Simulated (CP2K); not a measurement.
**CHClFGeN (SMILES N#[C][GeH]([F])[Cl]): BLYP-D3(BJ)/DZVP-MOLOPT-SR-GTH (core potential)**

Wanted: the energy of CHClFGeN. 

The calculation is run with CP2K 2026.2.

5 further runs of the same task are left out: 4 that didn't finish, 1 set aside as unsound or not needed. Runs told in other sessions of the task aren't counted.

## 1. Starting point

CHClFGeN has 6 atoms, charge 0, and is taken as a singlet. SMILES: `N#[C][GeH]([F])[Cl]`. The Ge3–F4 distance was set to 3.092 Å, away from the relaxed value. At this shape a bond of the SMILES string is far longer than usual.

Bond lengths: N1–C2 1.151 Å, C2–Ge3 1.913 Å, Ge3–Cl5 2.113 Å, Ge3–H6 1.520 Å. Angles: N1–C2–Ge3 178.0°, C2–Ge3–Cl5 108.2°, C2–Ge3–H6 113.0°, Cl5–Ge3–H6 112.5°. A long bond or contact: Ge3–F4 3.092 Å.

## 2. The energy at BLYP-D3(BJ)/DZVP-MOLOPT-SR-GTH (core potential)

The input, molecule.xyz:

```xyz
6

N     -2.363995    -2.127723     0.338134
C     -1.871095    -1.088023     0.347534
Ge    -1.089995     0.657177     0.415134
F      1.896000     0.253800    -0.276600
Cl    -1.954695     1.827377    -1.116466
H     -1.209795     1.309677     1.783234
```

The input, gas.inp:

```
&GLOBAL
  PROJECT gas
  RUN_TYPE ENERGY
  PRINT_LEVEL MEDIUM
&END GLOBAL

&FORCE_EVAL
  METHOD QUICKSTEP
  &DFT
    BASIS_SET_FILE_NAME BASIS_MOLOPT
    POTENTIAL_FILE_NAME GTH_POTENTIALS
    # Quickstep
    &QS
      METHOD GPW
      EPS_DEFAULT 1.0E-10
    &END QS
    # real-space grids
    &MGRID
      CUTOFF 400
      REL_CUTOFF 50
      NGRIDS 4
    &END MGRID
    # isolated system
    &POISSON
      PERIODIC NONE
      POISSON_SOLVER MULTIPOLE
    &END POISSON
    # self-consistent field
    &SCF
      SCF_GUESS ATOMIC
      EPS_SCF 1.0E-06
      MAX_SCF 150
      ADDED_MOS 5
      &DIAGONALIZATION
        ALGORITHM STANDARD
      &END DIAGONALIZATION
      &MIXING
        METHOD BROYDEN_MIXING
        ALPHA 0.3
        NBUFFER 8
      &END MIXING
    &END SCF
    &XC
      &XC_FUNCTIONAL BLYP
      &END XC_FUNCTIONAL
      &VDW_POTENTIAL
        POTENTIAL_TYPE PAIR_POTENTIAL
        &PAIR_POTENTIAL
          TYPE DFTD3(BJ)
          PARAMETER_FILE_NAME dftd3.dat
          REFERENCE_FUNCTIONAL BLYP
          R_CUTOFF 15
        &END PAIR_POTENTIAL
      &END VDW_POTENTIAL
    &END XC
    &PRINT
      &MOMENTS
        PERIODIC F
        REFERENCE COM
        MAX_MOMENT 1
      &END MOMENTS
      &MO ON
        ENERGIES T
        OCCUPATION_NUMBERS T
        NDIGITS 6
        &EACH
          QS_SCF 0
        &END EACH
        ADD_LAST NUMERIC
      &END MO
      &HIRSHFELD OFF
      &END HIRSHFELD
    &END PRINT
  &END DFT
  &SUBSYS
    &CELL
      ABC 11.3 11 9.9
      PERIODIC NONE
    &END CELL
    &TOPOLOGY
      COORD_FILE_NAME molecule.xyz
      COORD_FILE_FORMAT XYZ
      &CENTER_COORDINATES
      &END CENTER_COORDINATES
    &END TOPOLOGY
    &KIND N
      BASIS_SET DZVP-MOLOPT-SR-GTH-q5
      POTENTIAL GTH-BLYP-q5
    &END KIND
    &KIND C
      BASIS_SET DZVP-MOLOPT-SR-GTH-q4
      POTENTIAL GTH-BLYP-q4
    &END KIND
    &KIND Ge
      BASIS_SET DZVP-MOLOPT-SR-GTH-q4
      POTENTIAL GTH-BLYP-q4
    &END KIND
    &KIND F
      BASIS_SET DZVP-MOLOPT-SR-GTH-q7
      POTENTIAL GTH-BLYP-q7
    &END KIND
    &KIND Cl
      BASIS_SET DZVP-MOLOPT-SR-GTH-q7
      POTENTIAL GTH-BLYP-q7
    &END KIND
    &KIND H
      BASIS_SET DZVP-MOLOPT-SR-GTH-q1
      POTENTIAL GTH-BLYP-q1
    &END KIND
  &END SUBSYS
&END FORCE_EVAL
```

Command:

```bash
$ OMP_NUM_THREADS=1 cp2k.psmp -i gas.inp -o gas.out
```

What values should one expect? Wanted: total energy; dipole moment; HOMO energy; LUMO energy; HOMO–LUMO gap; dispersion energy.

Computed results:

Level: BLYP-D3(BJ)/DZVP-MOLOPT-SR-GTH (core potential).

| quantity | value |
| --- | --- |
| total energy | -59.14863 Eh |
| dipole moment | 6.06 D |
| HOMO energy | -6.53 eV |
| LUMO energy | -5.87 eV |
| HOMO–LUMO gap | 0.66 eV |
| dispersion energy | -30.23 kJ/mol |

In words: One bond is far stretched, which a spin-restricted single reference describes badly; a broken-symmetry solution may lie lower.
